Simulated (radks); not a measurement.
**Spin polarisation of the 4f shell in Pr²⁺**

One table from this session's results is given with a row withheld; the runs are named, their logs left out.

The numbers are computed with radks (a radial shooting solver on a logarithmic mesh, Libxc functionals) version 1 (scalar-relativistic Kohn-Sham, PBE, spin-polarised, spherical densities, point nucleus), except any that are marked as measured or tabulated.

## The system

* element: praseodymium (Z = 59)
* charge: +2
* electrons: 57
* configuration: [Xe] 4f(up 1.5, down 1.5)

A shell typed twice in an input gives spin up, then spin down.

Set-up of the first run:

The run's settings:

```text
Z 59
configuration [Xe] 4f1.5 4f1.5
relativity scalar-relativistic
functional pbe,pbe
spin polarised
nucleus point
c 137.035999084
```

Steps of the session up to this table: No moment.

One table of the session follows, with a row left open; its other results are not shown here.

It belongs to the step «No moment». Sizes of the orbitals, from the radial functions (bohr):

| level | <r> | outermost maximum (interpolated) | 90 % within | nodes |
| --- | --- | --- | --- | --- |
| 3p | 0.2704 | 0.244 | 0.405 | 1 |
| 3d | ? | ? | ? | ? |
| 4s | 0.6225 | 0.579 | 0.894 | 3 |
| 4p | 0.6595 | 0.604 | 0.959 | 2 |
| 4d | 0.7275 | 0.636 | 1.09 | 1 |
| 5s | 1.505 | 1.35 | 2.17 | 4 |
| 5p | 1.751 | 1.53 | 2.56 | 3 |
| 4f | 1.146 | 0.692 | 2.04 | 0 |

Q: Estimate the row for 3d from the others.

The run gave: <r>: 0.2475; outermost maximum (interpolated): 0.201; 90 % within: 0.387; nodes: 0. In the column «<r>» it is the lowest.
